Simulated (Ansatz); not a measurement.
**C2H11GaGeOSi: one species, many methods**

One table from this session's results is given with a row withheld; the runs are named, their logs left out.

Method: functionals in def2-TZVPP, the program's frozen cores in correlated methods; program: Ansatz 0.2.0, Gaussian basis.

The runs, in order: LDA (SPW92), PBE-D4, revPBE-D4, BLYP-D4, r2SCAN-D4, B97M-V, PBE0-D4, B3LYP-D4, r2SCANh-D4, r2SCAN0-D4, HSE06-D4, BHLYP-D4, CAM-B3LYP-D4, LC-ωPBE, ωB97X-V, ωB97M-V, B2PLYP, PBE-QIDH; CCSD(T)/def2-SVP; CCSD(T)/def2-TZVPP; MP2/def2-QZVPP; extrapolation to the limit; RPA on PBE.

## The geometry

The geometry comes from an earlier relaxation with PBE0-D4 in a triple-zeta def2 set; it is a stationary point, not always the lowest conformer.

17 atoms, charge 0, spin multiplicity 1.

Atoms are counted from 1 here; the program's logs count them from 0.

Bond lengths: C1–C2 1.505 Å, C1–H7 1.093 Å, C1–H8 1.093 Å, C1–H9 1.097 Å, C2–Ga3 1.984 Å, C2–O4 1.458 Å, C2–H10 1.096 Å, Ga3–H11 1.570 Å, Ga3–H12 1.568 Å, O4–Si5 1.656 Å, Si5–Ge6 2.386 Å, Si5–H13 1.490 Å, Si5–H14 1.484 Å, Ge6–H15 1.538 Å, Ge6–H16 1.539 Å, Ge6–H17 1.539 Å. Angles: C2–C1–H7 111.4°, C2–C1–H8 109.7°, C2–C1–H9 112.1°, H7–C1–H8 108.0°, H7–C1–H9 108.0°, H8–C1–H9 107.3°, C1–C2–Ga3 121.0°, C1–C2–O4 111.8°, C1–C2–H10 110.9°, Ga3–C2–O4 87.0°, Ga3–C2–H10 114.7°, O4–C2–H10 108.5°, C2–Ga3–H11 117.4°, C2–Ga3–H12 119.3°, H11–Ga3–H12 122.6°, C2–O4–Si5 125.3°, O4–Si5–Ge6 111.0°, O4–Si5–H13 111.4° and more.

Set-up of the first run:

Input file in.yaml:

```yaml
crystal:
  periodic: [false, false, false]
  atoms:
    - {symbol: C, position_ang: [1.477910, 0.062137, 1.243337]}
    - {symbol: C, position_ang: [0.659685, -0.824209, 0.343696]}
    - {symbol: Ga, position_ang: [1.500544, -2.311341, -0.665434]}
    - {symbol: O, position_ang: [0.402238, -0.197259, -0.947280]}
    - {symbol: Si, position_ang: [-0.530766, 1.149211, -1.187140]}
    - {symbol: Ge, position_ang: [-2.470252, 1.103191, 0.202322]}
    - {symbol: H, position_ang: [2.436926, 0.318162, 0.786641]}
    - {symbol: H, position_ang: [1.679501, -0.453971, 2.185961]}
    - {symbol: H, position_ang: [0.957297, 0.996641, 1.487182]}
    - {symbol: H, position_ang: [-0.301364, -1.071727, 0.807778]}
    - {symbol: H, position_ang: [3.013460, -2.155749, -1.054168]}
    - {symbol: H, position_ang: [0.599424, -3.467697, -1.220708]}
    - {symbol: H, position_ang: [0.234426, 2.397165, -0.907878]}
    - {symbol: H, position_ang: [-0.901866, 1.138138, -2.624072]}
    - {symbol: H, position_ang: [-3.261193, -0.204408, 0.026990]}
    - {symbol: H, position_ang: [-3.392608, 2.277888, -0.167924]}
    - {symbol: H, position_ang: [-2.103342, 1.243818, 1.690684]}
basis:
  gaussian: {orbitals: def2-TZVPP}
hamiltonian: {xc: lda}
output: {orbitals: {seedname: orbitals}}
```

On the command line:

```bash
$ ansatz run in.yaml --threads 2 --pin off --events-out ev --progress --plain --max-ram 32768MiB --backend cuda --devices 0, --max-vram 18GiB
```

Steps of the session up to this table: LDA; PBE-D4 (GGA); revPBE-D4 (GGA); BLYP-D4 (GGA); r2SCAN-D4 (meta-GGA); B97M-V (meta-GGA); B3LYP-D4 (hybrid); r2SCANh-D4 (hybrid); r2SCAN0-D4 (hybrid); HSE06-D4 (hybrid); BHLYP-D4 (hybrid); CAM-B3LYP-D4 (range-separated); LC-ωPBE (range-separated); ωB97X-V (range-separated); ωB97M-V (range-separated); B2PLYP (double hybrid); PBE-QIDH (double hybrid).

One of the session's tables, all rows but one given; the rest of the session is left out.

```
  functional  HOMO (eV)  gap (eV)
 LDA (SPW92)      -6.14      3.87
      PBE-D4      -6.02      4.01
   revPBE-D4      -5.96      4.08
     BLYP-D4          ?         ?
   r2SCAN-D4      -6.25      4.52
      B97M-V      -6.39      4.40
     PBE0-D4      -7.20      6.02
    B3LYP-D4      -7.03      5.59
  r2SCANh-D4      -6.69      5.26
  r2SCAN0-D4      -7.37      6.35
    HSE06-D4      -6.81      5.26
    BHLYP-D4      -8.35      7.95
CAM-B3LYP-D4      -8.56      8.29
     LC-ωPBE      -9.86     10.80
     ωB97X-V      -9.54     10.29
     ωB97M-V      -9.42      9.92
```

Estimate the missing values for BLYP-D4.

Worked estimate for «HOMO (eV)». Against the share of exact exchange, B3LYP-D4 (0.2, -7.03), BHLYP-D4 (0.5, -8.35) give a slope of -4.40 per unit share; at 0 the line stands at -6.15.

**Answer.** HOMO (eV): -5.92; gap (eV): 3.99. In «HOMO (eV)» the line misses by -0.23.
